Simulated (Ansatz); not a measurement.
# Cl2GeH4S: the cost of one run

Program: Ansatz 0.2.0. Level of theory: RKS PBE0-D4/def2-SVP. These are calculated values, not measurements.

### Step 1. The starting structure

Bond lengths: Ge1–Cl3 2.220 Å, Ge1–Cl4 2.218 Å, Ge1–H5 1.549 Å, Ge1–S6 2.550 Å, S6–H7 1.400 Å. Angles: Cl3–Ge1–Cl4 109.5°, Cl3–Ge1–H5 109.5°, Cl3–Ge1–S6 67.1°, Cl4–Ge1–H5 109.5°, Cl4–Ge1–S6 72.9°, H5–Ge1–S6 176.5°, Ge1–S6–H7 109.5°.

Structure file:

```xyz
8

Ge    0.0000    0.0000    0.0000
H     0.0000    0.0000    1.9000
Cl    2.0935    0.0000   -0.7393
Cl   -1.0456    1.8115   -0.7393
H    -0.7300   -1.2648   -0.5162
S     1.3373    2.0168    0.8041
H     2.4142    1.5819    1.5858
H     0.5398    0.8140    1.9513
```

### Step 2. Pulling towards end A

Springs on the bonds that form and break draw the guess towards this end; the thresholds are loose.

input.yaml reads:

```yaml
crystal:
  periodic: [false, false, false]
  atoms:
    - { symbol: Ge, position_ang: [0.0, 0.0, 0.0] }
    - { symbol: H, position_ang: [0.0, 0.0, 1.9] }
    - { symbol: Cl, position_ang: [2.0935, 0.0, -0.7393] }
    - { symbol: Cl, position_ang: [-1.0456, 1.8115, -0.7393] }
    - { symbol: H, position_ang: [-0.73, -1.2648, -0.5162] }
    - { symbol: S, position_ang: [1.3373, 2.0168, 0.8041] }
    - { symbol: H, position_ang: [2.4142, 1.5819, 1.5858] }
    - { symbol: H, position_ang: [0.5398, 0.814, 1.9513] }
basis:
  gaussian: { orbitals: def2-SVP }
hamiltonian:
  xc: pbe0
  dispersion: d4
relax:
  f_tol: 0.15
  max_steps: 25
  restrain:
    - { distance: [0, 5], at: 3.45, k: 30.0 }
    - { distance: [7, 1], at: 1.86, k: 30.0 }
    - { distance: [0, 1], at: 1.55, k: 30.0 }
    - { distance: [7, 5], at: 1.4, k: 30.0 }
```

On the command line:

```
ansatz run input.yaml --threads 2 --pin off --max-ram 3072MiB --backend cpu --events-out ev --progress --plain --runs-dir out
```

Q: Estimate wall time and peak memory on 2 threads of Intel Xeon 6975P-C (Granite Rapids), shared host.

About 16 s, with a peak of 0.28 GiB.
